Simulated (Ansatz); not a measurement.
Runs of Ansatz 0.2.0 on SnTe3. The structure is cubic, space group Fm-3m (No. 225). Conventional cell: a = 7.722 Å, b = 7.722 Å, c = 7.722 Å, α = 90.00°, β = 90.00°, γ = 90.00°. Around Te (site symmetry m-3m) lie 8 Te at 3.34 Å. Around Te (site symmetry -43m) lie 4 Te at 3.34 Å and 4 Sn at 3.34 Å. Sn (site symmetry m-3m) has 8 Te at 3.34 Å as nearest neighbours. The cell comes from a database or a generator and needn't be the stable form of this composition.

```tsv
task	level	cell	k mesh	cutoff (eV)	share of exact exchange	gap on the mesh (eV)	pressure (GPa)	relaxed volume (Å³/atom)
relaxation of cell and atoms	PBEsol+D4	relaxed	6 × 6 × 6	420	-	none	0.0	(b)
single point	r2SCAN0 form with a typed share of exact exchange	as given	4 × 4 × 4	500	0.15	none	(a)	-
relaxation of cell and atoms	PBEsol	relaxed	6 × 6 × 6	420	-	none	0.0	27.21
relaxation of cell and atoms	PBEsol+D3(BJ)-ATM	relaxed	6 × 6 × 6	420	-	none	0.0	25.98
single point	r2SCAN0 form with a typed share of exact exchange	as given	4 × 4 × 4	500	0.1	none	-0.1	-
```

Alike in all rows: potentials or basis Ansatz PAW; no spin polarisation; smearing fermi-dirac 0.05 eV.

Question: Fill in the values left out.

Answer: (a) -0.3; (b) 26.36.

Caveats: the PAW data sets come from PBE, with cores solved anew for the run's functional, which leaves a small shift of forces and pressure; the plane-wave basis is chosen anew once the cell has moved, so the energies of steps on either side of that aren't comparable (some runs); pairwise dispersion overbinds metals, which lowers pressure and volume (some runs); the thresholds are loose for stress (some runs).

A k mesh can miss the band edges, and the runs leave out spin-orbit coupling on Sn, Te.

A gap of «none» marks a metal or a gap under the smearing width.

Runs at the PBE level aren't shown here.
